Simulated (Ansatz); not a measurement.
# BClH3NSi: ionisation energy by level of theory

Aim: the vertical ionisation energy of BClH3NSi, as cation minus neutral at the neutral's geometry, on several levels, and how well −ε(HOMO) stands in for it.

Program: Ansatz 0.2.0, Gaussian basis. Level of theory: unrestricted cation, the program's frozen cores in correlated methods. These are calculated values, not measurements.

Plan: UKS PBE-D4/def2-TZVPP; UKS r2SCAN-D4/def2-TZVPP; UKS PBE0-D4/def2-TZVPP; UKS B3LYP-D4/def2-TZVPP; UKS wB97X-V/def2-TZVPP; UKS wB97M-V/def2-TZVPP; UKS B2PLYP/def2-TZVPP; UHF-CCSD(T)/def2-TZVPP; UHF-MP2/def2-QZVPP; extrapolation to the limit; then −ε(HOMO) from the neutral's earlier runs with LDA (SPW92), PBE-D4, revPBE-D4, BLYP-D4, r2SCAN-D4, B97M-V, PBE0-D4, B3LYP-D4, r2SCANh-D4, r2SCAN0-D4, HSE06-D4, BHLYP-D4, CAM-B3LYP-D4, LC-ωPBE, ωB97X-V, ωB97M-V.

## Step 1: The geometry

An earlier PBE0-D4 in a triple-zeta def2 set relaxation fixed the geometry.

SMILES `ClB1N[SiH2]1`, 7 atoms, charge 0, spin multiplicity 1.

Atoms are counted from 1 here; the program's logs count them from 0.

Bond lengths: Cl1–B2 1.734 Å, B2–N3 1.377 Å, B2–Si4 1.920 Å, N3–Si4 1.762 Å, N3–H5 1.009 Å, Si4–H6 1.485 Å, Si4–H7 1.485 Å. Angles: Cl1–B2–N3 135.9°, Cl1–B2–Si4 162.0°, N3–B2–Si4 62.0°, B2–N3–Si4 74.3°, B2–N3–H5 138.4°, Si4–N3–H5 147.3°, B2–Si4–N3 43.7°, B2–Si4–H6 125.2°, B2–Si4–H7 125.2°, N3–Si4–H6 115.5°, N3–Si4–H7 115.5°, H6–Si4–H7 109.6°.

## Step 2: Cation, UKS PBE-D4/def2-TZVPP

Contents of in.yaml:

```yaml
crystal:
  periodic: [false, false, false]
  atoms:
    - {symbol: Cl, position_ang: [-0.214857, -2.313216, 1.558393]}
    - {symbol: B, position_ang: [-0.088679, -0.856130, 0.626122]}
    - {symbol: N, position_ang: [0.229678, -0.538482, -0.675407]}
    - {symbol: Si, position_ang: [-0.108309, 0.996142, 0.120829]}
    - {symbol: H, position_ang: [0.494083, -1.014199, -1.525004]}
    - {symbol: H, position_ang: [-1.294825, 1.732115, -0.385018]}
    - {symbol: H, position_ang: [1.044109, 1.925870, 0.234385]}
basis:
  gaussian: {orbitals: def2-TZVPP}
total_charge: 1
magnetization: {spin_polarized: true, initial_magnetization: 1}
hamiltonian: {xc: pbe, dispersion: d4}
```

Started as:

```console
$ ansatz run in.yaml --threads 2 --pin off --events-out ev --progress --plain --max-ram 4352MiB
```

Further steps of the session: Cation, UKS r2SCAN-D4/def2-TZVPP; Cation, UKS PBE0-D4/def2-TZVPP; Cation, UKS B3LYP-D4/def2-TZVPP; Cation, UKS wB97X-V/def2-TZVPP; Cation, UKS wB97M-V/def2-TZVPP; Cation, UKS B2PLYP (frozen core)/def2-TZVPP; Cation, UHF-CCSD(T)/def2-TZVPP; Cation, UHF-MP2/def2-QZVPP.

Before running them: what should the planned runs give, taken together? Wanted: ionisation energy, CCSD(T)/CBS; nearest functional by difference; nearest −ε(HOMO); −ε(HOMO) of PBE; T1 of the cation.

The runs gave:

```
                        quantity               value
  ionisation energy, CCSD(T)/CBS             9.62 eV
nearest functional by difference  ωB97M-V (-0.11 eV)
                nearest −ε(HOMO)  ωB97X-V (-0.09 eV)
                 −ε(HOMO) of PBE             6.13 eV
                T1 of the cation               0.022
```

In words: Energy differences with functionals land within 0.42 eV of the reference. −ε(HOMO) of PBE misses by 3.5 eV, since self-interaction lifts the level. Among orbital estimates ωB97X-V comes nearest. Hartree-Fock falls 1.01 eV short, as the neutral has more correlation energy than the cation. The cation may have settled in a state other than its lowest; no search over hole states beyond the program's own was made.
